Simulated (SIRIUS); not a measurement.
Be2S under changes of volume

One of the cells (13.357 Å³/atom); the others are scaled copies at fixed shape and fractional positions:

```xyz
3
Lattice="3.1785 0.0000 0.0000 0.0000 3.1785 0.0000 0.0000 0.0000 3.9665" Properties=species:S:1:pos:R:3 pbc="T T T"
Be    0.0000    1.5892    0.6685
Be    1.5892    0.0000    3.2980
S     1.5892    1.5892    1.9832
```

The cell was built by a generator and needn't be a form met in nature.

- Program: SIRIUS 7.10.0
- Functional: PBE
- Potentials or basis: PseudoDojo 0.4.1 PBE standard (scalar relativistic)
- Cutoff: 1202 eV
- Density cutoff: 4809 eV
- k mesh: 8 × 8 × 7
- Occupations: fermi-dirac, width 0.05 eV
- Spin: no spin polarisation

```csv
volume (Å³/atom),energy over the lowest point (meV/atom),pressure (GPa),largest force (eV/Å)
12.310,14.34,6.4,0.382
12.572,5.78,4.1,0.257
12.834,0.75,2.1,0.141
13.357,0.00,-1.5,0.066
13.619,?,?,?
13.881,9.86,-4.5,0.244
```

What does the run at 13.619 Å³/atom give?

Energy over the lowest point 3.73 meV/atom; pressure -3.1 GPa; largest force 0.158 eV/Å.

Worked out: A Birch-Murnaghan fit of order 3 (a polynomial in V^(-2/3)) to the other rows has its minimum at 13.13 Å³/atom with B0 = V·E''(V) = 88 GPa and B' = 3.8 at fixed shape and positions, which overstates the stiffness. It gives 3.73 meV/atom at 13.619 Å³/atom, against the run's 3.73, and -dE/dV = -3.0 GPa, against -3.1.

Energies are extrapolated to zero smearing.
